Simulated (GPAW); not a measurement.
The system is SiSe.

```
Si Se
1.0
     3.59520    0.00000    0.00000
    -1.79760    3.11353    0.00000
     0.00000    0.00000    3.59873
Si Se
1 1
Cartesian
  1.7976 1.0378 1.7994
  0.0000 0.0000 0.0000
```

The cell was built by a generator and needn't be a form met in nature.

- Program: GPAW 26.7.0
- Task: relaxation of cell and atoms
- Functional: BLYP
- Dispersion: D3
- Potentials or basis: PAW data sets generated in the run's folder for this functional
- Cutoff: 600 eV
- Basis: pw
- k mesh: 7 × 7 × 6
- Occupations: fermi-dirac, width 0.05 eV
- Spin: no spin polarisation

At the start: pressure 3.2 GPa; volume 20.14 Å³/atom.

**Question.** Where does the relaxation end?

**Answer.** Over 10 steps the energy falls by 61.2 meV/atom and the volume is 22.97 Å³/atom (+14.0 %); space group P-6m2 (No. 187, to 0.05 Å).

Step by step:
```csv
step,energy change (eV),largest force (eV/Å),pressure (GPa),volume (Å³)
1,0.0000,0.0000,3.24,40.28
2,-0.0066,0.0000,2.86,40.64
3,-0.0804,0.0000,6.16,43.91
4,-0.0386,0.0000,-4.45,50.56
5,-0.1015,0.0000,-2.82,47.51
6,-0.0637,0.0000,5.60,43.48
7,-0.1198,0.0000,-0.92,46.08
8,-0.1209,0.0000,0.11,45.73
9,-0.1212,0.0000,0.07,45.76
10,-0.1223,0.0000,0.02,45.94
```

Final structure:
```
Si Se
1.0
     3.80096    0.00000    0.00000
    -1.90048    3.29173    0.00000
     0.00000    0.00000    3.67148
Si Se
1 1
Direct
  0.66667 0.33333 0.50000
  0.00000 0.00000 0.00000
```

Caveat: later steps reuse the first step's grids; pairwise dispersion overbinds metals, which lowers pressure and volume.
